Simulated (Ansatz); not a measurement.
# CH6NPSi: a ladder of functionals and wavefunction methods

The task here is to estimate one member of a computed series from the others.

Computed with Ansatz 0.2.0, Gaussian basis. Level: functionals in def2-TZVPP, the program's frozen cores in correlated methods.

Plan: LDA (SPW92), PBE-D4, revPBE-D4, BLYP-D4, r2SCAN-D4, B97M-V, PBE0-D4, B3LYP-D4, r2SCANh-D4, r2SCAN0-D4, HSE06-D4, BHLYP-D4, CAM-B3LYP-D4, LC-ωPBE, ωB97X-V, ωB97M-V, B2PLYP, PBE-QIDH; CCSD(T)/def2-SVP; CCSD(T)/def2-TZVPP; MP2/def2-QZVPP; extrapolation to the limit; RPA on PBE.

## The geometry

The geometry comes from an earlier relaxation with PBE0-D4 in a triple-zeta def2 set; it is a stationary point, not always the lowest conformer.

SMILES `P[SiH]1CN1`, 10 atoms, charge 0, spin multiplicity 1.

Atoms are counted from 1 here; the program's logs count them from 0.

Bond lengths: P1–Si2 2.235 Å, P1–H5 1.420 Å, P1–H6 1.422 Å, Si2–C3 1.830 Å, Si2–N4 1.724 Å, Si2–H7 1.484 Å, C3–N4 1.496 Å, C3–H8 1.090 Å, C3–H9 1.087 Å, N4–H10 1.009 Å. Angles: Si2–P1–H5 92.1°, Si2–P1–H6 93.1°, H5–P1–H6 93.8°, P1–Si2–C3 125.1°, P1–Si2–N4 120.4°, P1–Si2–H7 111.9°, C3–Si2–N4 49.7°, C3–Si2–H7 117.0°, N4–Si2–H7 119.6°, Si2–C3–N4 61.5°, Si2–C3–H8 117.6°, Si2–C3–H9 123.8°, N4–C3–H8 117.2°, N4–C3–H9 114.0°, H8–C3–H9 112.8°, Si2–N4–C3 68.9°, Si2–N4–H10 125.3°, C3–N4–H10 116.2°.

As a file:

```
P    -2.1265    0.9358   -0.0679
Si    0.0345    0.5483    0.3530
C     0.7770   -1.1046    0.6102
N     0.9677   -0.4337   -0.7135
H    -2.1916   -0.1361   -0.9962
H    -1.8384    1.9065   -1.0662
H     0.6775    1.6906    1.0490
H     1.6458   -1.1716    1.2644
H     0.2153   -2.0340    0.5584
H     1.9219   -0.2524   -0.9881
```

The first run:

The input, in.yaml:

```yaml
crystal:
  periodic: [false, false, false]
  atoms:
    - {symbol: P, position_ang: [-2.126542, 0.935780, -0.067871]}
    - {symbol: Si, position_ang: [0.034490, 0.548288, 0.352959]}
    - {symbol: C, position_ang: [0.777034, -1.104606, 0.610182]}
    - {symbol: N, position_ang: [0.967702, -0.433660, -0.713462]}
    - {symbol: H, position_ang: [-2.191647, -0.136113, -0.996217]}
    - {symbol: H, position_ang: [-1.838443, 1.906540, -1.066210]}
    - {symbol: H, position_ang: [0.677520, 1.690645, 1.049027]}
    - {symbol: H, position_ang: [1.645756, -1.171611, 1.264411]}
    - {symbol: H, position_ang: [0.215291, -2.034008, 0.558353]}
    - {symbol: H, position_ang: [1.921940, -0.252353, -0.988071]}
basis:
  gaussian: {orbitals: def2-TZVPP}
hamiltonian: {xc: lda}
output: {orbitals: {seedname: orbitals}}
```

Among the steps run: LDA; PBE-D4 (GGA); revPBE-D4 (GGA); BLYP-D4 (GGA); r2SCAN-D4 (meta-GGA); B97M-V (meta-GGA); PBE0-D4 (hybrid); B3LYP-D4 (hybrid); r2SCANh-D4 (hybrid); r2SCAN0-D4 (hybrid); HSE06-D4 (hybrid); BHLYP-D4 (hybrid); CAM-B3LYP-D4 (range-separated); LC-ωPBE (range-separated); ωB97X-V (range-separated); ωB97M-V (range-separated); B2PLYP (double hybrid); PBE-QIDH (double hybrid).

One table of the session follows, with a row left open; its other results are not shown here.

It belongs to the step «Orbital energies across the functionals». 

| functional | HOMO (eV) | gap (eV) |
| --- | --- | --- |
| LDA (SPW92) | -5.63 | 4.56 |
| PBE-D4 | -5.49 | 4.59 |
| revPBE-D4 | -5.43 | 4.61 |
| BLYP-D4 | ? | ? |
| r2SCAN-D4 | -5.72 | 5.06 |
| B97M-V | -5.78 | 5.04 |
| PBE0-D4 | -6.74 | 6.67 |
| B3LYP-D4 | -6.50 | 6.22 |
| r2SCANh-D4 | -6.19 | 5.83 |
| r2SCAN0-D4 | -6.90 | 6.98 |
| HSE06-D4 | -6.34 | 5.90 |
| BHLYP-D4 | -7.86 | 8.67 |
| CAM-B3LYP-D4 | -8.07 | 9.02 |
| LC-ωPBE | -9.45 | 11.52 |
| ωB97X-V | -9.08 | 11.03 |
| ωB97M-V | -8.97 | 10.66 |

Q: Estimate the row for BLYP-D4 from the others.

Worked estimate for «HOMO (eV)». Against the share of exact exchange, B3LYP-D4 (0.2, -6.50), BHLYP-D4 (0.5, -7.86) give a slope of -4.53 per unit share; at 0 the line stands at -5.59.

**Answer.** HOMO (eV): -5.33; gap (eV): 4.55. In «HOMO (eV)» the line misses by -0.26.
